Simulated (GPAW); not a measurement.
The system is K2CuBr2F2.

```
Br Cu K F
1.0
     5.02931    0.00000    0.00000
     0.00000    5.02931    0.00000
     0.00000    0.00000    6.63486
Br Cu K F
2 1 2 2
Direct
  0.50000 0.00000 0.00000
  0.00000 0.50000 0.00000
  0.00000 0.00000 0.00000
  0.50000 0.00000 0.50000
  0.00000 0.50000 0.50000
  0.50000 0.50000 0.50000
  0.00000 0.00000 0.50000
```

The cell comes from a database or a generator and needn't be the stable form of this composition.

Base run:

* Program: GPAW 26.7.0
* Functional: PBEsol
* Dispersion: D4
* Potentials or basis: PAW data sets generated in the run's folder for this functional
* Cutoff: 800 eV
* Basis: pw
* k mesh: 5 × 5 × 4
* Occupations: gaussian, width 0.05 eV
* Spin: no spin polarisation

Its results: band gap on the k mesh none (metal or under the smearing width); pressure -2.0 GPa.

Problem. The run is repeated on the same cell with these changes: dispersion from D4 to none; occupations from gaussian, width 0.05 eV to gaussian, width 0.02 eV. What comes out?

Solution. Band gap on the k mesh none (metal or under the smearing width); pressure -1.5 GPa.

Caveats: with this Cu data set, volumes or pressures lay over 1.5 % or 2 GPa off other programs in two to four cells of ten; an odd number of electrons without spin polarisation forces a metal; a magnetic or distorted state may lie lower; the run has no spin polarisation, though such a crystal can be magnetic; semilocal functionals often make such compounds metallic where correlation or magnetic order opens a gap, which also shifts bond lengths; pairwise dispersion overbinds metals, which lowers pressure and volume (some runs).
